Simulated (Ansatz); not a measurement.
NiMoIrPdW:

```
Ni Mo Pd Ir W
1.0
     4.14670    0.00000    0.00000
    -2.07335    3.59115    0.00000
     0.00000    0.00000    5.41629
Ni Mo Pd Ir W
1 1 1 1 1
Direct
  0.00000 0.00000 0.02221
  0.66667 0.33333 0.45996
  0.33333 0.66667 0.74601
  0.33333 0.66667 0.25641
  0.66667 0.33333 0.99985
```

The cell was built by a generator and needn't be a form met in nature.

Base run:

```yaml
Program: Ansatz 0.2.0
Functional: r2SCAN
Potentials_or_basis: Ansatz PAW
Cutoff: 500 eV
Density_cutoff: 2000 eV
k_mesh: 7 × 7 × 5
Occupations: fermi-dirac, width 0.05 eV
Spin: collinear spin, ferromagnetic start
Starting_moments: "[1.0, 1.0, 0.0, 0.6, 0.0] μB"
```

Its results: band gap on the k mesh none (metal or under the smearing width); pressure -5.0 GPa; net moment 0.00 μB per cell; largest force 0.124 eV/Å.

Q: The run is repeated on the same cell with these changes: functional from r2SCAN to revPBE; cutoff from 500 eV to 420 eV; density cutoff from 2000 eV to 1680 eV. What comes out?

A: Band gap on the k mesh none (metal or under the smearing width); pressure 2.6 GPa; net moment 0.00 μB per cell; largest force 0.182 eV/Å.

Caveats: the PAW data sets come from PBE, with cores solved anew for the run's functional, which leaves a small shift of forces and pressure; the magnetic or orbital state may not be the lowest (some runs); the potentials were made for another functional, which shifts forces and pressure (some runs).

Not every run made on this cell is shown here.
